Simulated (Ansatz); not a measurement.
# doublet [Si3NH9]+: levels of theory compared

Wanted: a comparison of 6 runs (U-wB97X/6-31G*, UB3LYP/6-31G*, UBLYP/6-31G*, UPBE/6-31G*, RPA@PBE/6-31G*) of doublet [Si3NH9]+. 

The results are computed with Ansatz 0.2.0.

59 further runs of the same task are left out: 59 set aside as unsound or not needed.

### 1 The structure to begin with

[Si3NH9]+ has 13 atoms, charge +1, and is taken as a doublet. SMILES of the parent species: `[SiH3]N([SiH3])[SiH3]`. The coordinates come from a PBE0-D4/def2-TZVP relaxation. That shape belongs to the parent species and isn't relaxed for this state.

Bond lengths: Si1–N2 1.735 Å, N2–Si3 1.735 Å, N2–Si4 1.735 Å, Si1–H5 1.488 Å, Si1–H6 1.487 Å, Si1–H7 1.487 Å, Si3–H8 1.487 Å, Si3–H9 1.487 Å, Si3–H10 1.488 Å, Si4–H11 1.487 Å, Si4–H12 1.488 Å, Si4–H13 1.487 Å. Some angles: Si1–N2–Si3 120.0°, Si1–N2–Si4 120.0°, Si3–N2–Si4 120.0°, N2–Si1–H5 107.2°, N2–Si1–H6 111.4°, N2–Si1–H7 111.4°, N2–Si3–H8 111.4°, N2–Si3–H9 111.4°, N2–Si3–H10 107.2°, N2–Si4–H11 111.4°.

### 2 A single-point energy at U-wB97X/6-31G(d) (spherical functions) (run 1)

The input, run.yaml:

```yaml
crystal:
  periodic: [false, false, false]
  atoms:
    - {symbol: Si, position_ang: [-0.519450, 1.440730, -0.815850]}
    - {symbol: "N", position_ang: [-0.000690, -0.000090, 0.000350]}
    - {symbol: Si, position_ang: [0.784860, 0.112060, 1.543580]}
    - {symbol: Si, position_ang: [-0.265590, -1.552910, -0.727470]}
    - {symbol: H, position_ang: [-1.148110, 1.019270, -2.096710]}
    - {symbol: H, position_ang: [-1.512750, 2.195720, -0.007190]}
    - {symbol: H, position_ang: [0.625850, 2.343510, -1.105390]}
    - {symbol: H, position_ang: [0.020170, -0.607680, 2.596110]}
    - {symbol: H, position_ang: [2.158120, -0.455830, 1.496860]}
    - {symbol: H, position_ang: [0.862760, 1.555850, 1.894200]}
    - {symbol: H, position_ang: [-1.713780, -1.813530, -0.940290]}
    - {symbol: H, position_ang: [0.285610, -2.575110, 0.202450]}
    - {symbol: H, position_ang: [0.422990, -1.661990, -2.040670]}
basis:
  gaussian: {orbitals: 6-31G_st_-spherical.json}
hamiltonian: {xc: {name: wB97X}}
magnetization: {spin_polarized: true, initial_magnetization: 1}
accuracy: high
total_charge: 1
output: {orbitals: {seedname: orbitals}}
```

The basis set 6-31G* is read from a file made from the Basis Set Exchange's data (not shown).

On the command line:

```bash
$ ansatz run run.yaml --threads 1 --pin off --max-ram 3480MiB --events-out events.jsonl --progress --plain --runs-dir runs
```

Log:

```text
Warning: RAYON_NUM_THREADS=1 ignored (pool sized by the plan → 1); use --threads N
Functional definition: wB97X
  name "wB97X"
  parameter omega = 0.3/bohr
  parameter cx = 0.157706
  parameter cx1 = 0.726479
  parameter cx2 = 1.04760
  parameter cx3 = -5.70635
  parameter cx4 = 13.2794
  parameter css1 = -4.33879
  parameter css2 = 18.2308
  parameter css3 = -31.7430
  parameter css4 = 17.2901
  parameter cos1 = 2.37031
  parameter cos2 = -11.3995
  parameter cos3 = 6.58405
  parameter cos4 = -3.78132
  exchange = spin_sum(e_x_unif_sr(omega)*poly(b97_u_x, 1 - cx, cx1, cx2, cx3, cx4)) + cx*exact_x_sr(omega)
      + exact_x_lr(omega)
  correlation = spin_sum(e_c_pw_same_spin*poly(b97_u_same, 1, css1, css2, css3, css4))
      + integral(e_c_pw_opposite_spin*poly(b97_u_opposite, 1, cos1, cos2, cos3, cos4))
2087 factors; integrals over basis functions are off by at most 3.7e-9 eV
485 factors; integrals over basis functions are off by at most 1.9e-9 eV
mean field evaluation 1: about -25250.6890 eV, gradient 4.2e1 eV
mean field evaluation 2: about -25247.1286 eV, gradient 5.0e1 eV
mean field evaluation 4: about -25258.4790 eV, gradient 1.4e0 eV
mean field evaluation 8: about -25258.7242 eV, gradient 6.4e-2 eV
mean field evaluation 16: about -25258.7243 eV, gradient 1.1e-4 eV
mean field -25258.72432917 eV, -928.2409981186 hartree, gradient 7.0e-8 eV, S^2 0.757852; 0 other end points of the search recorded, 0 dependent functions left out
reference -25258.72432532 eV, -928.2409979772 hartree; 29, 28 occupied and 57, 58 virtual orbitals, 2087 factors
Total energy: -25258.72432532 eV, -928.2409979772 hartree
```

Run time: 74 s. Hardware: 1 thread of Arm Neoverse V2, shared host; peak memory 1.1 GiB.

### 3 The energy at UB3LYP/6-31G(d) (spherical functions) (run 2)

The input, job.yaml:

```yaml
crystal:
  periodic: [false, false, false]
  atoms:
    - {symbol: Si, position_ang: [-0.519450, 1.440730, -0.815850]}
    - {symbol: N, position_ang: [-0.000690, -0.000090, 0.000350]}
    - {symbol: Si, position_ang: [0.784860, 0.112060, 1.543580]}
    - {symbol: Si, position_ang: [-0.265590, -1.552910, -0.727470]}
    - {symbol: H, position_ang: [-1.148110, 1.019270, -2.096710]}
    - {symbol: H, position_ang: [-1.512750, 2.195720, -0.007190]}
    - {symbol: H, position_ang: [0.625850, 2.343510, -1.105390]}
    - {symbol: H, position_ang: [0.020170, -0.607680, 2.596110]}
    - {symbol: H, position_ang: [2.158120, -0.455830, 1.496860]}
    - {symbol: H, position_ang: [0.862760, 1.555850, 1.894200]}
    - {symbol: H, position_ang: [-1.713780, -1.813530, -0.940290]}
    - {symbol: H, position_ang: [0.285610, -2.575110, 0.202450]}
    - {symbol: H, position_ang: [0.422990, -1.661990, -2.040670]}
basis:
  gaussian:
    orbitals: 6-31G_st_-spherical.json
total_charge: 1
magnetization:
  spin_polarized: true
  initial_magnetization: 1
hamiltonian:
  xc: {name: B3LYP}
accuracy: high
output: {orbitals: {seedname: orbitals}}
```

The basis set 6-31G* is read from a file made from the Basis Set Exchange's data (not shown).

On the command line:

```bash
$ ansatz run job.yaml --threads 1 --pin off --max-ram 3480MiB --events-out events.jsonl --progress --plain --runs-dir runs
```

Log:

```text
Warning: RAYON_NUM_THREADS=1 ignored (pool sized by the plan → 1); use --threads N
Functional definition: B3LYP
  name "B3LYP"
  parameter a0 = 0.2
  parameter ax = 0.72
  parameter ac = 0.81
  exchange = (1 - a0 - ax)*slater_x + ax*b88_x + a0*exact_x
  correlation = (1 - ac)*vwn_rpa_c + ac*lyp_c
2087 factors; integrals over basis functions are off by at most 3.7e-9 eV
mean field evaluation 1: about -25248.2299 eV, gradient 5.4e1 eV
mean field evaluation 2: about -25210.5549 eV, gradient 9.4e1 eV
mean field evaluation 4: about -25261.2229 eV, gradient 3.6e0 eV
mean field evaluation 8: about -25261.5568 eV, gradient 1.6e-1 eV
mean field evaluation 16: about -25261.5569 eV, gradient 4.3e-5 eV
mean field -25261.55692054 eV, -928.3450939316 hartree, gradient 4.9e-8 eV, S^2 0.756490; 0 other end points of the search recorded, 0 dependent functions left out
reference -25261.55696936 eV, -928.3450957258 hartree; 29, 28 occupied and 57, 58 virtual orbitals, 2087 factors
Total energy: -25261.55696936 eV, -928.3450957258 hartree
```

Wall time 17 s (1 thread of Arm Neoverse V2, shared host); peak memory 0.52 GiB.

Runs 3 to 5 aren't shown in full; the table further down has their settings and results.

### 4 The energy at RPA@PBE/6-31G(d) (spherical functions) (run 6)

The input, molecule.yaml:

```yaml
basis:
  gaussian:
    orbitals: 6-31G_st_-spherical.json
crystal:
  periodic: [false, false, false]
  atoms:
    - {symbol: Si, position_ang: [-0.519450, 1.440730, -0.815850]}
    - {symbol: "N", position_ang: [-0.000690, -0.000090, 0.000350]}
    - {symbol: Si, position_ang: [0.784860, 0.112060, 1.543580]}
    - {symbol: Si, position_ang: [-0.265590, -1.552910, -0.727470]}
    - {symbol: H, position_ang: [-1.148110, 1.019270, -2.096710]}
    - {symbol: H, position_ang: [-1.512750, 2.195720, -0.007190]}
    - {symbol: H, position_ang: [0.625850, 2.343510, -1.105390]}
    - {symbol: H, position_ang: [0.020170, -0.607680, 2.596110]}
    - {symbol: H, position_ang: [2.158120, -0.455830, 1.496860]}
    - {symbol: H, position_ang: [0.862760, 1.555850, 1.894200]}
    - {symbol: H, position_ang: [-1.713780, -1.813530, -0.940290]}
    - {symbol: H, position_ang: [0.285610, -2.575110, 0.202450]}
    - {symbol: H, position_ang: [0.422990, -1.661990, -2.040670]}
total_charge: 1
magnetization:
  spin_polarized: true
  initial_magnetization: 1
hamiltonian:
  xc: pbe
correlation:
  method: rpa
  frozen_orbitals: {H: 0, "N": 1, Si: 5}
accuracy: high
```

The basis set 6-31G* is read from a file made from the Basis Set Exchange's data (not shown).

On the command line:

```bash
$ ansatz run molecule.yaml --threads 1 --pin off --max-ram 3480MiB --events-out events.jsonl --progress --plain --runs-dir runs
```

Log:

```text
Warning: RAYON_NUM_THREADS=1 ignored (pool sized by the plan → 1); use --threads N
Functional definition: PBE
  name "PBE"
  parameter kappa = 0.804
  parameter beta = 0.06672455060314922
  exchange = pbe_x(kappa = kappa, mu = beta*pi^2/3)
  correlation = pbe_c(beta = beta)
2087 factors; integrals over basis functions are off by at most 3.7e-9 eV
mean field evaluation 1: about -25228.8184 eV, gradient 6.0e1 eV
mean field evaluation 2: about -25228.7993 eV, gradient 6.0e1 eV
mean field evaluation 4: about -25244.0785 eV, gradient 1.1e1 eV
mean field evaluation 8: about -25245.0453 eV, gradient 4.0e-1 eV
mean field evaluation 16: about -25245.0463 eV, gradient 6.6e-5 eV
mean field evaluation 32: about -25243.4492 eV, gradient 2.7e0 eV
mean field -25245.04630971 eV, -927.7383401748 hartree, gradient 2.8e-8 eV, S^2 0.753251; 6 other end points of the search recorded, 0 dependent functions left out
16 core orbitals not correlated: weight in the atoms' cores, before any rotation towards them, 1.000 or more for the frozen orbitals, at most 0.000 for the correlated occupied ones
reference -25200.24755295 eV, -926.0920162298 hartree; 13, 12 occupied and 57, 58 virtual orbitals, 2087 factors
Total energy: -25220.62955348 eV, -926.8410409335 hartree
```

Run time: 25 s. Hardware: 1 thread of Arm Neoverse V2, shared host; peak memory 0.42 GiB.

### 5 The series

| run | level | Cartesian functions | frozen core orbitals | energy (Eh) | HOMO energy (eV) | LUMO energy (eV) | ⟨S²⟩ | wall time |
| --- | --- | --- | --- | --- | --- | --- | --- | --- |
| 1 | U-wB97X/6-31G* (spherical functions) | no | – | -928.240998 | -16.65 | -9.27 | 0.758 | 74 s |
| 2 | UB3LYP/6-31G* (spherical functions) | no | – | -928.345096 | -13.93 | -11.35 | 0.756 | 17 s |
| 3 | UBLYP/6-31G* (spherical functions) | no | – | -928.229455 | -12.52 | -11.64 | 0.754 | 17 s |
| 4 | UPBE/6-31G* (spherical functions) | no | – | -927.738340 | -12.62 | -11.76 | 0.753 | 17 s |
| 5 | UB3LYP/6-31G* (Cartesian functions) | yes | – | -928.351371 | -13.92 | -11.35 | 0.756 | 17 s |
| 6 | RPA@PBE/6-31G* (spherical functions) | no | 16 | -926.841041 | – | – | 0.753 | 25 s |

### 6 What came out

| quantity | value |
| --- | --- |
| run 6: total energy | -926.84104 Eh |
| run 6: RPA correlation energy (valence) | -749.0 mEh |
| run 6: ⟨S²⟩ of the reference determinant | 0.753 |

In words: Totals of different functionals can't be ranked against each other. All runs together took 2.8 min, the longest 74 s.
